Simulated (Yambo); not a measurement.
# WS2 in Yambo: further runs

The runs below take WS2 through optical spectrum, optical spectrum by the Bethe-Salpeter equation, with PBEsol.

Program: Yambo 5.3.0. These are calculated values, not measurements. Logs are shortened: lines on timing, memory, paths and dates and some standing lists are left out, and cuts for length are marked.

**1. The slab as given**

The cell holds a slab with vacuum, 3 atoms: a = 3.184 Å, b = 3.184 Å, c = 16.951 Å, α = 90.00°, β = 90.00°, γ = 120.00°.

**2. Optical spectrum, PBEsol**

File optics1.in:

```
optics
chi
Chimod= "HARTREE"
% BndsRnXd
 1 | 38 |
%
NGsBlkXd= 3 Ry
% LongDrXd
 1 | 0 | 0 |
%
% QpntsRXd
 1 | 1 |
%
% EnRngeXd
 0 | 20 | eV
%
% DmRngeXd
 0.1 | 0.1 | eV
%
ETStpsXd= 200
```

File scf.in:

```
&CONTROL
  calculation = 'scf'
  prefix = 'pwscf'
  outdir = './tmp'
  pseudo_dir = './pseudo'
/
&SYSTEM
  ibrav = 0
  nat = 3
  ntyp = 2
  ecutwfc = 74
  nbnd = 20
  occupations = 'smearing'
  smearing = 'fd'
  degauss = 0.00367493
  force_symmorphic = .true.
/
&ELECTRONS
  conv_thr = 6d-10
  electron_maxstep = 120
  mixing_beta = 0.5
/
ATOMIC_SPECIES
W    183.8400 W.upf
S     32.0600 S.upf
CELL_PARAMETERS angstrom
   3.1835163552    0.0000000000    0.0000000000
  -1.5917581776    2.7570060369    0.0000000000
   0.0000000000    0.0000000000   16.9505778900
ATOMIC_POSITIONS crystal
W      0.0000000000    0.0000000000    0.0000000000
S      0.3333333333    0.6666666667    0.0920005100
S      0.3333333333    0.6666666667    0.9079994900
K_POINTS automatic
12 12 2 0 0 0
```

File nscf.in:

```
&CONTROL
  calculation = 'nscf'
  prefix = 'pwscf'
  outdir = './tmp'
  pseudo_dir = './pseudo'
/
&SYSTEM
  ibrav = 0
  nat = 3
  ntyp = 2
  ecutwfc = 74
  nbnd = 43
  occupations = 'fixed'
  force_symmorphic = .true.
/
&ELECTRONS
  conv_thr = 1d-08
  diago_full_acc = .true.
  diago_thr_init = 1d-06
/
ATOMIC_SPECIES
W    183.8400 W.upf
S     32.0600 S.upf
CELL_PARAMETERS angstrom
   3.1835163552    0.0000000000    0.0000000000
  -1.5917581776    2.7570060369    0.0000000000
   0.0000000000    0.0000000000   16.9505778900
ATOMIC_POSITIONS crystal
W      0.0000000000    0.0000000000    0.0000000000
S      0.3333333333    0.6666666667    0.0920005100
S      0.3333333333    0.6666666667    0.9079994900
K_POINTS automatic
12 12 2 0 0 0
```

Potentials or basis: PseudoDojo 0.4.1 SR PBEsol standard.

Command:

```bash
$ OMP_NUM_THREADS=1 pw.x -in scf.in > scf.out
$ OMP_NUM_THREADS=1 pw.x -in nscf.in > nscf.out
$ cd tmp/pwscf.save; p2y; mv SAVE ../..; cd ../..
$ OMP_NUM_THREADS=1 yambo
$ OMP_NUM_THREADS=1 yambo -F optics1.in -J optics1 -C optics1_out
```

Yambo's report:

```text
[... sections 02.01 to 02.04 as in the set-up run ...]

  [02.05] Energies & Occupations
  ==============================

  [X] === General ===
  [X] Electronic Temperature                        :  0.000000  0.000000 [eV K]
  [X] Bosonic    Temperature                        :  0.000000  0.000000 [eV K]
  [X] Finite Temperature mode                       : no
  [X] El. density                                   :  0.17476E+24 [cm-3]
  [X] Fermi Level                                   :  0.229026 [eV]

  [X] === Gaps and Widths ===
  [X] Conduction Band Min                           :  1.775022 [eV]
  [X] Valence Band Max                              :  0.000000 [eV]
  [X] Filled Bands                                  :  13
  [X] Empty Bands                                   :   14   43
  [X] Direct Gap                                    :  1.782839 [eV]
  [X] Direct Gap localized at k                     :   38
  [X] Indirect Gap                                  :  1.775022 [eV]
  [X] Indirect Gap between kpts                     :    2   38
  [X] Last valence band width                       :  1.201964 [eV]
  [X] 1st conduction band width                     :  1.113333 [eV]

 [03] Transferred momenta grid and indexing
 ==========================================

 IBZ Q-points                                      :   38
 BZ  Q-points                                      :  288

 K/Q-points units:
 rlu = crystal or reduced units; cc = cartesian coordinates; iku = interal k-units

 Q [ 1]         [rlu]:  0.000000  0.000000  0.000000
 Q [ 2]         [rlu]:  0.000000  0.000000 -0.500000
 Q [ 3]         [rlu]: -0.60431E-17  0.83333E-01   0.0000
 Q [ 4]         [rlu]: -0.60431E-17  0.83333E-01 -0.50000
 Q [ 5]         [rlu]: -0.12086E-16  0.16667       0.0000
 Q [ 6]         [rlu]: -0.12086E-16  0.16667     -0.50000
 Q [ 7]         [rlu]: -0.18129E-16  0.25000       0.0000
 Q [ 8]         [rlu]: -0.18129E-16  0.25000     -0.50000
 Q [ 9]         [rlu]: -0.24172E-16  0.33333       0.0000
 Q [10]         [rlu]: -0.24172E-16  0.33333     -0.50000
 Q [11]         [rlu]: -0.30215E-16  0.41667       0.0000
 Q [12]         [rlu]: -0.30215E-16  0.41667     -0.50000
 Q [13]         [rlu]:  0.36258E-16 -0.50000       0.0000
 Q [14]         [rlu]:  0.36258E-16 -0.50000     -0.50000
 Q [15]         [rlu]:  0.083333  0.083333  0.000000
[... 21 lines left out ...]
 Q [37]         [rlu]:  0.333333  0.333333  0.000000
 Q [38]         [rlu]:  0.333333  0.333333 -0.500000

 [04] Dipoles
 ============

  [04.01] Setup: observables and procedures
  =========================================

  [WARNING] [x,Vnl] slows the Dipoles computation. To neglect it rename the ns.kb_pp file
  [WF-Oscillators/G space/Transverse up loader] Normalization (few states)  min/max  :  0.11934E-17   1.0000

  [WR./optics1//ndb.dipoles]------------------------------------------------------
   Brillouin Zone Q/K grids (IBZ/BZ)                :   38  288   38  288
   RL vectors                                       :  13433 [WF]
   Fragmentation                                    : yes
   Electronic Temperature                           :  0.000000 [K]
   Bosonic    Temperature                           :  0.000000 [K]
   DIP band range                                   :    1   38
   DIP band range limits                            :  13  14
   DIP e/h energy range                             : -1.000000 -1.000000 [eV]
   RL vectors in the sum                            :  13433
   [r,Vnl] included                                 : yes
   Bands ordered                                    : yes
   Direct v evaluation                              : no
   Approach used                                    : G-space v
   Dipoles computed                                 : R V P [G-space]
   Wavefunctions                                    : Perdew, Burke & Ernzerhof SOL(X)+Perdew, Burke & Ernzerhof SOL(C)

  [WARNING] [r,Vnl^pseudo] included in position and velocity dipoles.

  [WARNING] In case H contains other non local terms, these are neglected

 [05] Optics
 ===========

 [X-CG] R(p) Tot o/o(of R):    9967   93600     100
```

Wall time 7.5 min (1 thread of AMD EPYC 7R43 (Zen 3), shared host); peak memory 1 GiB.

What came out:

```
Band gap on the k mesh, mean-field level                              : 1.78 eV, indirect (least direct gap 1.78 eV)
Absorption peak                                                       : 3.22 eV
Electronic dielectric constant along the field                        : 5.60
Electronic dielectric constant along the field, independent particles : 5.91
```

Dielectric function (along the field direction of the input):
```csv
energy (eV),real part,imaginary part
0.30,5.63,0.12
1.31,6.46,0.26
2.31,9.42,2.46
3.32,2.60,7.61
4.42,0.99,3.82
5.43,0.73,2.53
6.43,0.49,2.96
7.54,-0.90,2.33
8.54,0.12,1.86
9.55,0.50,1.54
10.65,0.32,1.17
11.66,0.05,1.04
12.66,0.08,0.90
13.77,0.12,0.80
14.77,0.24,0.63
15.78,0.39,0.42
16.88,0.36,0.27
17.89,0.54,0.32
18.89,0.54,0.30
20.00,0.51,0.25
```

Caveat: these spectra lack excitons; spin-orbit coupling is left out, which moves the levels of the heavy elements.

**3. Optical spectrum, PBEsol**

File optics2.in:

```
optics
chi
tddft
Chimod= "ALDA"
% BndsRnXd
 1 | 38 |
%
NGsBlkXd= 3 Ry
% LongDrXd
 1 | 0 | 0 |
%
% QpntsRXd
 1 | 1 |
%
% EnRngeXd
 0 | 20 | eV
%
% DmRngeXd
 0.1 | 0.1 | eV
%
ETStpsXd= 200
FxcGRLc= 3 Ry
VXCRLvcs= 3 Ry
```

scf.in is that of step 2.

nscf.in is that of step 2.

Potentials or basis: PseudoDojo 0.4.1 SR PBEsol standard.

Command:

```bash
$ OMP_NUM_THREADS=1 pw.x -in scf.in > scf.out
$ OMP_NUM_THREADS=1 pw.x -in nscf.in > nscf.out
$ cd tmp/pwscf.save; p2y; mv SAVE ../..; cd ../..
$ OMP_NUM_THREADS=1 yambo
$ OMP_NUM_THREADS=1 yambo -F optics2.in -J optics2 -C optics2_out
```

Yambo's report:

```text
[... sections 02.01 to 02.04 as in the set-up run ...]

  [02.05] Energies & Occupations
  ==============================

  [X] === General ===
  [X] Electronic Temperature                        :  0.000000  0.000000 [eV K]
  [X] Bosonic    Temperature                        :  0.000000  0.000000 [eV K]
  [X] Finite Temperature mode                       : no
  [X] El. density                                   :  0.17476E+24 [cm-3]
  [X] Fermi Level                                   :  0.229026 [eV]

  [X] === Gaps and Widths ===
  [X] Conduction Band Min                           :  1.775022 [eV]
  [X] Valence Band Max                              :  0.000000 [eV]
  [X] Filled Bands                                  :  13
  [X] Empty Bands                                   :   14   43
  [X] Direct Gap                                    :  1.782839 [eV]
  [X] Direct Gap localized at k                     :   38
  [X] Indirect Gap                                  :  1.775022 [eV]
  [X] Indirect Gap between kpts                     :    2   38
  [X] Last valence band width                       :  1.201964 [eV]
  [X] 1st conduction band width                     :  1.113333 [eV]

 [03] Transferred momenta grid and indexing
 ==========================================

 IBZ Q-points                                      :   38
 BZ  Q-points                                      :  288

 K/Q-points units:
 rlu = crystal or reduced units; cc = cartesian coordinates; iku = interal k-units

 Q [ 1]         [rlu]:  0.000000  0.000000  0.000000
 Q [ 2]         [rlu]:  0.000000  0.000000 -0.500000
 Q [ 3]         [rlu]: -0.60431E-17  0.83333E-01   0.0000
 Q [ 4]         [rlu]: -0.60431E-17  0.83333E-01 -0.50000
 Q [ 5]         [rlu]: -0.12086E-16  0.16667       0.0000
 Q [ 6]         [rlu]: -0.12086E-16  0.16667     -0.50000
 Q [ 7]         [rlu]: -0.18129E-16  0.25000       0.0000
 Q [ 8]         [rlu]: -0.18129E-16  0.25000     -0.50000
 Q [ 9]         [rlu]: -0.24172E-16  0.33333       0.0000
 Q [10]         [rlu]: -0.24172E-16  0.33333     -0.50000
 Q [11]         [rlu]: -0.30215E-16  0.41667       0.0000
 Q [12]         [rlu]: -0.30215E-16  0.41667     -0.50000
 Q [13]         [rlu]:  0.36258E-16 -0.50000       0.0000
 Q [14]         [rlu]:  0.36258E-16 -0.50000     -0.50000
 Q [15]         [rlu]:  0.083333  0.083333  0.000000
[... 21 lines left out ...]
 Q [37]         [rlu]:  0.333333  0.333333  0.000000
 Q [38]         [rlu]:  0.333333  0.333333 -0.500000

 [04] Dipoles
 ============

  [04.01] Setup: observables and procedures
  =========================================

  [WARNING] [x,Vnl] slows the Dipoles computation. To neglect it rename the ns.kb_pp file
  [WF-Oscillators/G space/Transverse up loader] Normalization (few states)  min/max  :  0.11934E-17   1.0000

  [WR./optics2//ndb.dipoles]------------------------------------------------------
   Brillouin Zone Q/K grids (IBZ/BZ)                :   38  288   38  288
   RL vectors                                       :  13433 [WF]
   Fragmentation                                    : yes
   Electronic Temperature                           :  0.000000 [K]
   Bosonic    Temperature                           :  0.000000 [K]
   DIP band range                                   :    1   38
   DIP band range limits                            :  13  14
   DIP e/h energy range                             : -1.000000 -1.000000 [eV]
   RL vectors in the sum                            :  13433
   [r,Vnl] included                                 : yes
   Bands ordered                                    : yes
   Direct v evaluation                              : no
   Approach used                                    : G-space v
   Dipoles computed                                 : R V P [G-space]
   Wavefunctions                                    : Perdew, Burke & Ernzerhof SOL(X)+Perdew, Burke & Ernzerhof SOL(C)

  [WARNING] [r,Vnl^pseudo] included in position and velocity dipoles.

  [WARNING] In case H contains other non local terms, these are neglected

 [05] Optics
 ===========

 [xc] Functional : Perdew, Burke & Ernzerhof SOL(X)+Perdew, Burke & Ernzerhof SOL(C)
 [xc] LIBXC used to calculate xc functional
  PP Number of Atomic Species                      :  2
  NLCC RL compoments                               :   86539
 [X-CG] R(p) Tot o/o(of R):    9967   93600     100
```

It took 7.6 min on 1 thread of AMD EPYC 7R43 (Zen 3), shared host; peak memory 1 GiB.

What came out:

* Band gap on the k mesh, mean-field level: 1.78 eV, indirect (least direct gap 1.78 eV)
* Absorption peak: 3.22 eV
* Electronic dielectric constant along the field: 5.74
* Electronic dielectric constant along the field, independent particles: 5.91

Dielectric function (along the field direction of the input):
```csv
energy (eV),real part,imaginary part
0.30,5.77,0.12
1.31,6.59,0.26
2.31,9.52,2.26
3.32,3.29,8.36
4.42,1.01,4.03
5.43,0.68,2.79
6.43,0.38,3.16
7.54,-0.86,2.33
8.54,0.17,1.88
9.55,0.49,1.75
10.65,0.05,1.32
11.66,-0.11,1.01
12.66,-0.02,0.83
13.77,0.02,0.73
14.77,0.20,0.57
15.78,0.34,0.41
16.88,0.31,0.24
17.89,0.44,0.23
18.89,0.49,0.21
20.00,0.52,0.16
```

Caveat: the LDA kernel is used on GGA states, which is inconsistent by a few percent; these spectra lack excitons; spin-orbit coupling is left out, which moves the levels of the heavy elements.

**4. Optical spectrum, PBEsol**

File optics3.in:

```
optics
chi
tddft
Chimod= "LRC"
% BndsRnXd
 1 | 38 |
%
NGsBlkXd= 3 Ry
% LongDrXd
 1 | 0 | 0 |
%
% QpntsRXd
 1 | 1 |
%
% EnRngeXd
 0 | 20 | eV
%
% DmRngeXd
 0.1 | 0.1 | eV
%
ETStpsXd= 200
LRC_alpha= -0.2
```

scf.in is that of step 3.

nscf.in is that of step 3.

Potentials or basis: PseudoDojo 0.4.1 SR PBEsol standard.

Command:

```bash
$ OMP_NUM_THREADS=1 pw.x -in scf.in > scf.out
$ OMP_NUM_THREADS=1 pw.x -in nscf.in > nscf.out
$ cd tmp/pwscf.save; p2y; mv SAVE ../..; cd ../..
$ OMP_NUM_THREADS=1 yambo
$ OMP_NUM_THREADS=1 yambo -F optics3.in -J optics3 -C optics3_out
```

Yambo's report:

```text
[... sections 02.01 to 02.04 as in the set-up run ...]

  [02.05] Energies & Occupations
  ==============================

  [X] === General ===
  [X] Electronic Temperature                        :  0.000000  0.000000 [eV K]
  [X] Bosonic    Temperature                        :  0.000000  0.000000 [eV K]
  [X] Finite Temperature mode                       : no
  [X] El. density                                   :  0.17476E+24 [cm-3]
  [X] Fermi Level                                   :  0.229026 [eV]

  [X] === Gaps and Widths ===
  [X] Conduction Band Min                           :  1.775022 [eV]
  [X] Valence Band Max                              :  0.000000 [eV]
  [X] Filled Bands                                  :  13
  [X] Empty Bands                                   :   14   43
  [X] Direct Gap                                    :  1.782839 [eV]
  [X] Direct Gap localized at k                     :   38
  [X] Indirect Gap                                  :  1.775022 [eV]
  [X] Indirect Gap between kpts                     :    2   38
  [X] Last valence band width                       :  1.201964 [eV]
  [X] 1st conduction band width                     :  1.113333 [eV]

[... 50 lines left out ...]

  [04.01] Setup: observables and procedures
  =========================================

  [WARNING] [x,Vnl] slows the Dipoles computation. To neglect it rename the ns.kb_pp file
  [WF-Oscillators/G space/Transverse up loader] Normalization (few states)  min/max  :  0.11934E-17   1.0000

  [WR./optics3//ndb.dipoles]------------------------------------------------------
   Brillouin Zone Q/K grids (IBZ/BZ)                :   38  288   38  288
   RL vectors                                       :  13433 [WF]
   Fragmentation                                    : yes
   Electronic Temperature                           :  0.000000 [K]
   Bosonic    Temperature                           :  0.000000 [K]
   DIP band range                                   :    1   38
   DIP band range limits                            :  13  14
   DIP e/h energy range                             : -1.000000 -1.000000 [eV]
   RL vectors in the sum                            :  13433
   [r,Vnl] included                                 : yes
   Bands ordered                                    : yes
   Direct v evaluation                              : no
   Approach used                                    : G-space v
   Dipoles computed                                 : R V P [G-space]
   Wavefunctions                                    : Perdew, Burke & Ernzerhof SOL(X)+Perdew, Burke & Ernzerhof SOL(C)

  [WARNING] [r,Vnl^pseudo] included in position and velocity dipoles.

  [WARNING] In case H contains other non local terms, these are neglected

 [05] Optics
 ===========

 [X-CG] R(p) Tot o/o(of R):    9967   93600     100
```

o-optics3.eps_q1_inv_LRC_dyson:

```text
# Absorption @ Q(1):   1.00000000      0.00000000      0.00000000    [q->0 direction]
#
# [ X ] Hartree size                              :   97
# [GEN] GF Energies                               : Perdew, Burke & Ernzerhof SOL(X)+Perdew, Burke & Ernzerhof SOL(C)
# [GEN] Green`s Function                          : T-ordered
#
# [GEN] Gauge                                     : Length
# [GEN] [r,Vnl] included                          : yes
#
#    E[1] [eV]          Im(eps)            Re(eps)            Im(eps_o)          Re(eps_o)
#
        0.000000           0.135716           5.957587           0.129854           5.910919
        0.100503           0.136194           5.961923           0.130305           5.915057
        0.201005           0.137644           5.975009           0.131677           5.927545
        0.301508           0.140119           5.997076           0.134017           5.948603
        0.402010           0.143713           6.028529           0.137415           5.978612
        0.502513           0.148571           6.069967           0.142007           6.018143
[... 192 lines left out ...]
        19.89950           0.277117           0.493520           0.079680           0.452966
        20.00000           0.244944           0.510330           0.080456           0.467139
#
```

It took 7.7 min on 1 thread of AMD EPYC 7R43 (Zen 3), shared host; peak memory 1 GiB.

Results:

```
Band gap on the k mesh, mean-field level                              : 1.78 eV, indirect (least direct gap 1.78 eV)
Absorption peak                                                       : 3.12 eV
Electronic dielectric constant along the field                        : 5.96
Electronic dielectric constant along the field, independent particles : 5.91
```

Dielectric function (along the field direction of the input):
```tsv
energy (eV)	real part	imaginary part
0.30	6.00	0.14
0.80	6.26	0.17
1.31	6.97	0.31
1.81	6.99	2.65
2.31	10.58	3.28
2.81	9.82	7.10
3.32	1.66	7.89
3.82	2.57	5.90
4.32	-0.20	4.71
4.82	1.77	5.95
5.33	0.17	2.85
5.83	-0.23	3.03
6.33	0.51	2.65
6.83	0.08	3.12
7.34	-0.30	3.13
7.84	-0.15	1.16
8.34	0.36	1.70
8.84	-0.03	1.26
9.35	0.38	1.27
9.85	0.28	1.16
10.35	0.39	1.33
10.85	0.38	1.32
11.36	0.33	1.30
11.86	0.32	1.03
12.36	0.23	0.92
12.86	0.24	0.84
13.37	0.21	0.86
13.87	0.08	0.65
14.37	0.25	0.53
14.87	0.24	0.55
15.38	0.29	0.47
15.88	0.42	0.48
16.38	0.32	0.39
16.88	0.37	0.26
17.39	0.48	0.25
17.89	0.54	0.31
18.39	0.60	0.34
18.89	0.55	0.30
19.40	0.49	0.33
20.00	0.51	0.24
```

Caveat: the long-range kernel's strength is typed, not fitted to the crystal's screening; independent-particle spectra lack excitons; spin-orbit coupling is left out, which moves the levels of the heavy elements.

(Part 1 of 2 ends here.)
